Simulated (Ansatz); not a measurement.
# TaRu: stress in a strained cell

Aim: deform TaRu (equal xx and yy strain of -1 %) and compute stress, forces and field gradients with LAPW, PAW and all-electron datasets made for the crystal.

Computed with Ansatz 0.2.0 (DFT LDA, scalar-relativistic, unless a step's input says otherwise).

**1. The starting structure**

The structure is tetragonal, space group P4/mmm (No. 123). Conventional cell: a = 3.053 Å, b = 3.053 Å, c = 3.389 Å, α = 90.00°, β = 90.00°, γ = 90.00°. Ta (site symmetry 4/mmm) has 8 Ru at 2.74 Å and 4 Ta at 3.05 Å as nearest neighbours. Around Ru (site symmetry 4/mmm) lie 8 Ta at 2.74 Å and 4 Ru at 3.05 Å.

As a file:

```cif
data_structure
_symmetry_space_group_name_H-M 'P4/mmm'
_symmetry_Int_Tables_number 123
_cell_length_a 3.0530
_cell_length_b 3.0530
_cell_length_c 3.3890
_cell_angle_alpha 90.000
_cell_angle_beta 90.000
_cell_angle_gamma 90.000
_cell_volume 31.59
loop_
_atom_site_label
_atom_site_type_symbol
_atom_site_symmetry_multiplicity
_atom_site_Wyckoff_symbol
_atom_site_fract_x
_atom_site_fract_y
_atom_site_fract_z
_atom_site_occupancy
Ta1 Ta 1 d 0.50000 0.50000 0.50000 1
Ru1 Ru 1 a 0.00000 0.00000 0.00000 1
```

The file gives the conventional cell by its symmetry; the runs use the cell typed in the input.

Atoms are numbered in the order of the input: Ta1, Ru2.

**2. After the deformation**

Space group P4/mmm before, P4/mmm after.

**3. Full-potential LAPW**

input.yaml reads:

```yaml
crystal:
  lattice:
    - [3.02247, 0.0, 0.0]
    - [0.0, 3.02247, 0.0]
    - [0.0, 0.0, 3.389]
  atoms:
    - { symbol: Ta, position: [0.5, 0.5, 0.5] }
    - { symbol: Ru, position: [0.0, 0.0, 0.0] }
kpoints:
  mp_grid: { grid: [11, 11, 10] }
  band_path:
    path:
      - [0.0, 0.0, 0.0]
      - [0.0, 0.5, 0.0]
      - [0.5, 0.5, 0.0]
      - [0.0, 0.0, 0.0]
      - [0.0, 0.0, 0.5]
      - [0.0, 0.5, 0.5]
      - [0.5, 0.5, 0.5]
      - [0.0, 0.0, 0.5]
      - [0.0, 0.5, 0.0]
    npoints: 5
scf:
  occupations: { method: fermi_dirac, width: 0.05 }
hamiltonian:
  xc: lda
  pseudopotentials: { kind: all_electron, lapw: { basis_error: 0.0005 } }
output:
  forces: true
  stress: true
  eigenvalues: true
```

Started as:

```
$ ansatz run input.yaml --threads 1 --pin off --max-ram 3072MiB --backend cpu --events-out ev --progress --plain --runs-dir out
```

Output:

```text
LAPW: plane waves up to 8.866 Å⁻¹, error target 5.0e-4 eV per atom; small_component_spin mean_spin; Ru in spheres of 1.328 Å, 32 of its electrons in bands, Dirac shells []; Ta in spheres of 1.400 Å, 43 of its electrons in bands, Dirac shells []
Engine: ansatz 0.2.0
Pseudopotentials: kind: all_electron
Pseudopotential: Ta, LAPW, valence charge 43, Koelling and Harmon's equation, gaussian nucleus
Pseudopotential: Ru, LAPW, valence charge 32, Koelling and Harmon's equation, gaussian nucleus
Functional definition: SPW92
  exchange = slater_x
  correlation = pw_c
Crystal: 2 atoms, lattice volume = 30.960 Å³
Basis set: ecut = 299.49389809686255 eV, 381 PW (Γ), exchange–correlation at level 2
Bands: 45, of which v1, the nominal top of the filled ones, is band 38 counted from 1 (37 counted from 0)
Symmetry: 16 space group operations
Space group: P4/mmm (ITA 123), of the structure as read, at distance tolerance 3.1e-5 Å
k-points: 126 of 1210
Non-local potential: Ta, projectors of the file, none
Non-local potential: Ru, projectors of the file, none
Initial density: superposition of atomic densities (chi_scale 0.1, normalization cell, long waves kept (reshape's long-wave potential 0.00 eV rms))
Initial wavefunctions: plane waves of lowest kinetic energy (no species holds an atomic orbital)
Functional: x = slater, c = lda
iter 1 solved again at ethr=1.32e-3 eV; its pass at ethr=1.00e-1 eV (dr2=9.93e-1 eV) is discarded
SCF iter   1: F=—  HF=-547496.119949 eV  |F-HF|=—  |Δ(HF+E_count)|=         —  Δρ=5.57e-2  dr2=9.94e-1  ethr=1.32e-3  ⟨swp⟩=2.0  Hψ=33906  notcnv=0
preconditioner: auto → Kerker (q_TF=auto, 3.162 Å⁻¹)  [metal: Δε(μ)=0.010 eV  Ē_g=21.163 eV  σ=0.050 eV  W_gap=0.05  n_scr=18 (ndim 8)  ℏωp=38.3 eV  f_vac=0.000  D(μ)=2.26/eV (n_scr^D=26)]
SCF iter   2: F=—  HF=-547496.293809 eV  |F-HF|=—  |Δ(HF+E_count)|=   1.74e-1  Δρ=7.47e-2  dr2=3.27e0  ethr=1.32e-3  ⟨swp⟩=2.5  Hψ=16954  notcnv=0
SCF iter   3: F=—  HF=-547495.210152 eV  |F-HF|=—  |Δ(HF+E_count)|=    1.08e0  Δρ=2.38e-2  dr2=2.60e-1  ethr=1.32e-3  ⟨swp⟩=2.0  Hψ=15624  notcnv=0
iter 4 solved again at ethr=2.75e-5 eV; its pass at ethr=3.47e-4 eV (dr2=2.06e-2 eV) is discarded
SCF iter   4: F=—  HF=-547495.131304 eV  |F-HF|=—  |Δ(HF+E_count)|=   7.88e-2  Δρ=7.07e-3  dr2=2.06e-2  ethr=2.75e-5  ⟨swp⟩=2.0  Hψ=28536  notcnv=0
SCF iter   5: F=—  HF=-547495.121589 eV  |F-HF|=—  |Δ(HF+E_count)|=         —  Δρ=5.06e-3  dr2=7.29e-3  ethr=2.75e-5  ⟨swp⟩=2.0  Hψ=16768  notcnv=0
the basis was enlarged: its passes take 532.5 KiB over the memory plan, 1 of 1 planned eigensolver slots
SCF iter   6: F=—  HF=-547495.125452 eV  |F-HF|=—  |Δ(HF+E_count)|=   3.86e-3  Δρ=3.75e-3  dr2=5.22e-3  ethr=9.73e-6  ⟨swp⟩=2.0  Hψ=16763  notcnv=0
SCF iter   7: F=—  HF=-547495.122714 eV  |F-HF|=—  |Δ(HF+E_count)|=   2.74e-3  Δρ=2.42e-3  dr2=2.90e-3  ethr=6.95e-6  ⟨swp⟩=2.0  Hψ=15794  notcnv=0
SCF iter   8: F=—  HF=-547495.121610 eV  |F-HF|=—  |Δ(HF+E_count)|=   1.10e-3  Δρ=4.38e-4  dr2=3.84e-5  ethr=3.87e-6  ⟨swp⟩=2.0  Hψ=16455  notcnv=0
SCF iter   9: F=—  HF=-547495.121601 eV  |F-HF|=—  |Δ(HF+E_count)|=   9.18e-6  Δρ=1.66e-4  dr2=6.60e-6  ethr=5.12e-8  ⟨swp⟩=2.0  Hψ=16767  notcnv=0
SCF iter  10: F=—  HF=-547495.121603 eV  |F-HF|=—  |Δ(HF+E_count)|=   1.90e-6  Δρ=1.30e-4  dr2=1.02e-5  ethr=8.80e-9  ⟨swp⟩=2.0  Hψ=16766  notcnv=0  recentre
SCF iter  11: F=—  HF=-547495.121601 eV  |F-HF|=—  |Δ(HF+E_count)|=   2.38e-6  Δρ=2.37e-5  dr2=2.97e-7  ethr=8.80e-9  ⟨swp⟩=2.0  Hψ=16766  notcnv=0
SCF iter  12: F=-547495.121601 eV  HF=-547495.121601 eV  |F-HF|=3.38e-8  |Δ(HF+E_count)|=   1.50e-8  Δρ=9.19e-6  dr2=4.15e-8  ethr=3.96e-10  ⟨swp⟩=2.0  Hψ=16766  notcnv=0
SCF 1 converged in 12 iterations: F = -547495.121601 eV  dr2 = 4.15e-8
NSCF: frozen V_eff on 41 k-points
SCF converged after 12 iterations
Free energy (F): -547495.121601 eV
Harris-Foulkes:  -547495.121601 eV  (|F-HF|=3.38e-8)
Internal energy: -547495.102630 eV  (E = F + TS)
E sigma→0 (E₀):  -547495.112115 eV
Entropy (-TS):   -0.018971 eV (-9.486 meV/atom)
Fermi energy:    26.137622 eV
--- Per-component energies (eV) ---
  E_band       = -9005.389905
  E_kinetic    = 601580.457824
  E_xc         = -11892.041378
  E_electrostatic = -1137183.519075  (all electrons and nuclei)
  E_smearing   = -0.018971  (= −TS)
  E_closure    = 0.000000  (closes the sum)
  E_atoms      = -547473.053281  (free atoms, spherical and without spin; not in F)
  Σ components = -547495.121601   (vs F -547495.121601, Δ=0.00e0)
  Basis errors (estimates in eV, not in F): energy 1.3e-4 per atom: plane waves 1.1e-4 (5.4e-5 summed), levels above the bands 5.0e-93, relativity 6.4e-9, radial functions 2.3e-5, core shells 4.7e-8; eigenvalues (radial functions only) 1.7e-6; not estimated: angular momenta, meshes, grids; target (lapw.basis_error) 5.0e-4; muffin-tin radii Ru 1.328 Å, Ta 1.400 Å
--- Forces (eV/Å), atoms counted from 1 ---
  atom   1  Ta    -0.00000000     0.00000000     0.00000000
  atom   2  Ru     0.00000000     0.00000000     0.00000000
  max |Σ_I F_I| component: 8.28e-30 eV/Å
--- Stress (GPa, compression-positive) ---
       -5.236287      -0.000000       0.000000
       -0.000000      -5.236287      -0.000000
        0.000000      -0.000000      -5.058463
  P = ⅓ Tr σ = -5.1770 GPa (-51.770 kbar)
--- Band table (eV; the first three rows and the last of 126) ---
  k-point 0: bands = ["-416.9290", "-416.9118", "-416.9118", "-368.5932", "-368.5922", "-368.5922", "-243.6919", "-243.6901", "-243.6626", "-243.6626", "-243.6384", "-190.6882", "-190.6773", "-190.6762", "-190.6676", "-190.6676", "-46.5976", "-42.1354", "-16.6750", "-16.6123", "-16.6123", "-8.5786", "-8.4190", "-8.4190", "6.0152", "6.0182", "6.0182", "6.0260", "6.0346", "6.0346", "6.0376", "17.4265", "20.1623", "20.4086", "23.7504", "23.7504", "24.7105", "26.5269", "28.0185", "30.5950", "30.7334", "30.7334", "32.6680", "35.7391", "35.7391"]
  k-point 1: bands = ["-416.9290", "-416.9118", "-416.9118", "-368.5932", "-368.5922", "-368.5922", "-243.6919", "-243.6901", "-243.6626", "-243.6626", "-243.6384", "-190.6882", "-190.6773", "-190.6762", "-190.6676", "-190.6676", "-46.5971", "-42.1354", "-16.6779", "-16.6111", "-16.6111", "-8.5987", "-8.4204", "-8.4204", "6.0140", "6.0184", "6.0184", "6.0255", "6.0348", "6.0348", "6.0373", "17.6225", "20.2977", "20.5052", "23.7856", "23.7856", "24.7642", "26.2938", "27.9798", "30.1953", "30.1953", "30.4790", "32.1144", "36.4908", "36.4908"]
  k-point 2: bands = ["-416.9290", "-416.9118", "-416.9118", "-368.5932", "-368.5922", "-368.5922", "-243.6919", "-243.6901", "-243.6626", "-243.6626", "-243.6384", "-190.6882", "-190.6773", "-190.6762", "-190.6676", "-190.6676", "-46.5956", "-42.1355", "-16.6856", "-16.6079", "-16.6079", "-8.6510", "-8.4239", "-8.4239", "6.0108", "6.0189", "6.0189", "6.0243", "6.0353", "6.0353", "6.0366", "18.1850", "20.6616", "20.7899", "23.8936", "23.8936", "24.9135", "25.6740", "27.7948", "29.1292", "29.1292", "30.1708", "30.9179", "38.1867", "38.1867"]
  k-point 125: bands = ["-416.9290", "-416.9118", "-416.9118", "-368.5932", "-368.5922", "-368.5922", "-243.6919", "-243.6901", "-243.6626", "-243.6626", "-243.6384", "-190.6882", "-190.6773", "-190.6762", "-190.6676", "-190.6676", "-46.5653", "-42.0850", "-16.7601", "-16.7590", "-16.6766", "-8.8650", "-8.8627", "-8.6825", "6.0120", "6.0120", "6.0189", "6.0254", "6.0306", "6.0307", "6.0498", "22.2576", "22.5127", "22.7464", "23.0850", "23.5197", "23.5442", "25.7815", "26.5952", "29.8267", "31.2017", "34.0474", "34.4364", "36.3446", "36.3732"]
```

Run time: 94 s. Hardware: 1 thread of Arm Neoverse V1, shared host; peak memory 0.73 GiB.

This run gives: pressure -5.18 GPa; no gap.

**4. PAW on the default files**

input.yaml reads:

```yaml
crystal:
  lattice:
    - [3.02247, 0.0, 0.0]
    - [0.0, 3.02247, 0.0]
    - [0.0, 0.0, 3.389]
  atoms:
    - { symbol: Ta, position: [0.5, 0.5, 0.5] }
    - { symbol: Ru, position: [0.0, 0.0, 0.0] }
kpoints:
  mp_grid: { grid: [11, 11, 10] }
scf:
  occupations: { method: fermi_dirac, width: 0.05 }
hamiltonian:
  xc: lda
  pseudopotentials: { kind: paw }
output:
  forces: true
  stress: true
  eigenvalues: true
  efg: { contact_densities: true }
```

Started as:

```
$ ansatz run input.yaml --threads 1 --pin off --max-ram 3072MiB --backend cpu --events-out ev --progress --plain --runs-dir out
```

Output:

```text
Ru, Ta: output.efg is read without spin–orbit coupling, which moves field gradients at and beside such atoms by some per cent and up to a factor of two; PAW files take it under magnetization.noncollinear and magnetization.spin_orbit
Engine: ansatz 0.2.0
Pseudopotentials: kind: paw
Pseudopotential: Ta, paw, valence charge 13, recommended cutoff 420 eV (normal)
Pseudopotential: Ru, paw, valence charge 16, recommended cutoff 420 eV (normal)
Functional definition: SPW92
  exchange = slater_x
  correlation = pw_c
Crystal: 2 atoms, lattice volume = 30.960 Å³
Basis set: ecut = 420 eV, 595 PW (Γ)
Bands: 19, of which v1, the nominal top of the filled ones, is band 15 counted from 1 (14 counted from 0)
Symmetry: 16 space group operations
Space group: P4/mmm (ITA 123), of the structure as read, at distance tolerance 3.1e-5 Å
k-points: 126 of 1210
Non-local potential: Ta, projectors of the file, l = 0: 3, l = 1: 2, l = 2: 2, l = 3: 1
Non-local potential: Ru, projectors of the file, l = 0: 3, l = 1: 2, l = 2: 2, l = 3: 1
PAW form: soft (Blöchl's): semilocal exchange-correlation on the pseudo side does not see the compensation charge
PAW frozen core: Ta, regenerated for the run's functional, and the local potential with it (the file was generated under x = pbe(κ = 0.804, μ = 0.2195149727645171), c = pbe(β = 0.06672455060314922))
PAW frozen core: Ru, regenerated for the run's functional, and the local potential with it (the file was generated under x = pbe(κ = 0.804, μ = 0.2195149727645171), c = pbe(β = 0.06672455060314922))
PAW one-centre angular grid: Ta, 590 points (default); XC on 64 Gauss nodes
PAW one-centre angular grid: Ru, 590 points (default); XC on 64 Gauss nodes
Initial density: superposition of atomic densities (neutral atoms: chi_scale 0, normalization atom), corrected by the library's trained network
Initial wavefunctions: pseudopotential atomic-orbital guess
Functional: x = slater, c = lda
SCF iter   1: F=—  HF=-15441.458414 eV  |F-HF|=—  |Δ(HF+E_count)|=         —  Δρ=9.98e-3  dr2=3.62e-2  ethr=1.77e-3  ⟨swp⟩=5.6  Hψ=10374  notcnv=0
preconditioner: auto → none  [metal: Δε(μ)=0.016 eV  Ē_g=5.643 eV  σ=0.050 eV  W_gap=0.08  n_scr=6 (ndim 8)  ℏωp=24.1 eV  f_vac=0.000  D(μ)=2.49/eV (n_scr^D=28)  sad-step TF]
SCF iter   2: F=—  HF=-15441.456901 eV  |F-HF|=—  |Δ(HF+E_count)|=   1.51e-3  Δρ=6.17e-3  dr2=1.64e-2  ethr=1.25e-4  ⟨swp⟩=1.3  Hψ=3511  notcnv=0
SCF iter   3: F=—  HF=-15441.455127 eV  |F-HF|=—  |Δ(HF+E_count)|=   1.77e-3  Δρ=1.23e-3  dr2=5.28e-4  ethr=5.67e-5  ⟨swp⟩=1.2  Hψ=2412  notcnv=0
SCF iter   4: F=—  HF=-15441.455032 eV  |F-HF|=—  |Δ(HF+E_count)|=   9.45e-5  Δρ=2.89e-4  dr2=7.87e-6  ethr=1.82e-6  ⟨swp⟩=2.1  Hψ=4014  notcnv=0
SCF iter   5: F=—  HF=-15441.455034 eV  |F-HF|=—  |Δ(HF+E_count)|=   2.36e-6  Δρ=2.28e-5  dr2=1.48e-7  ethr=2.71e-8  ⟨swp⟩=2.0  Hψ=4164  notcnv=0
SCF iter   6: F=-15441.455034 eV  HF=-15441.455034 eV  |F-HF|=1.35e-9  |Δ(HF+E_count)|=   1.48e-8  Δρ=3.31e-6  dr2=2.12e-9  ethr=3.45e-10  ⟨swp⟩=4.7  Hψ=8610  notcnv=0
SCF 1 converged in 6 iterations: F = -15441.455034 eV  dr2 = 2.12e-9
SCF converged after 6 iterations
Free energy (F): -15441.455034 eV
Harris-Foulkes:  -15441.455034 eV  (|F-HF|=1.35e-9)
Internal energy: -15441.436086 eV  (E = F + TS)
E sigma→0 (E₀):  -15441.445560 eV
Entropy (-TS):   -0.018949 eV (-9.474 meV/atom)
Fermi energy:    21.562135 eV
--- Per-component energies (eV) ---
  E_band       = -166.046384
  E_kinetic    = 882.219167
  E_local      = -1903.186933  (includes V_loc(G=0)·N_el)
  E_nonlocal   = 368.846105
  E_hartree    = 636.539859
  E_xc         = -407.084431
  E_vxc        = -443.897677  (∫ρ·V_xc dr)
  E_paw        = -11490.403657  (= ΣΔE_a)
  E_vpaw       = -343.106812  (= ΣTr[D̂ρ^β])
  E_aug_tail   = -0.000097  (compensation charges beyond the density's cutoff)
  E_ewald      = -3529.196686
  E_core_change = 0.830588  (= ΣΔE_core)
  E_smearing   = -0.018949  (= −TS)
  E_closure    = 0.000000  (closes the sum)
  Σ components = -15441.455034   (vs F -15441.455034, Δ=0.00e0)
--- Forces (eV/Å), atoms counted from 1 ---
  atom   1  Ta     0.00000000    -0.00000000    -0.00000000
  atom   2  Ru    -0.00000000     0.00000000     0.00000000
  max |Σ_I F_I| component: 2.78e-29 eV/Å
--- Stress (GPa, compression-positive) ---
       -5.335892      -0.000000       0.000000
       -0.000000      -5.335892      -0.000000
        0.000000      -0.000000      -5.205018
  P = ⅓ Tr σ = -5.2923 GPa (-52.923 kbar)
--- PAW observables at the nuclei: V_zz in 10²¹ V/m², potentials from the cell's mean, atoms counted from 1 ---
  atom   1  Ta V_zz =    +1.607435   η = 0.0000   by run symmetry: allowed
            electrostatic potential = -14502.247642 V   contact ρ = 8123790.610773 e/Å³
  atom   2  Ru V_zz =    +2.328637   η = 0.0000   by run symmetry: allowed
            electrostatic potential = -6806.212153 V   contact ρ = 716489.088576 e/Å³
--- Band table (eV; the first three rows and the last of 126) ---
  k-point 0: bands = ["-51.1988", "-46.7073", "-21.2692", "-21.2068", "-21.2068", "-13.1477", "-12.9868", "-12.9868", "12.8524", "15.5876", "15.8340", "19.1761", "19.1761", "20.1360", "21.9509", "23.4420", "26.0197", "26.1573", "26.1573"]
  k-point 1: bands = ["-51.1983", "-46.7073", "-21.2722", "-21.2057", "-21.2057", "-13.1678", "-12.9882", "-12.9882", "13.0481", "15.7228", "15.9304", "19.2111", "19.2111", "20.1895", "21.7179", "23.4033", "25.6203", "25.6203", "25.9041"]
  k-point 2: bands = ["-51.1969", "-46.7073", "-21.2799", "-21.2027", "-21.2027", "-13.2201", "-12.9917", "-12.9917", "13.6100", "16.0863", "16.2146", "19.3187", "19.3187", "20.3385", "21.0985", "23.2182", "24.5554", "24.5554", "25.5968"]
  k-point 125: bands = ["-51.1661", "-46.6569", "-21.3550", "-21.3540", "-21.2716", "-13.4327", "-13.4304", "-13.2515", "17.6819", "17.9368", "18.1697", "18.5089", "18.9450", "18.9693", "21.2049", "22.0180", "25.2537", "26.6283", "29.4765"]
```

It took 6 s on 1 thread of Arm Neoverse V1, shared host; peak memory 0.4 GiB.

In short: pressure -5.29 GPa; no gap; Vzz Ta1 1.61 (η = 0.00), Ru2 2.33 (η = 0.00) (10²¹ V/m²).

[end of part 1 of 2]
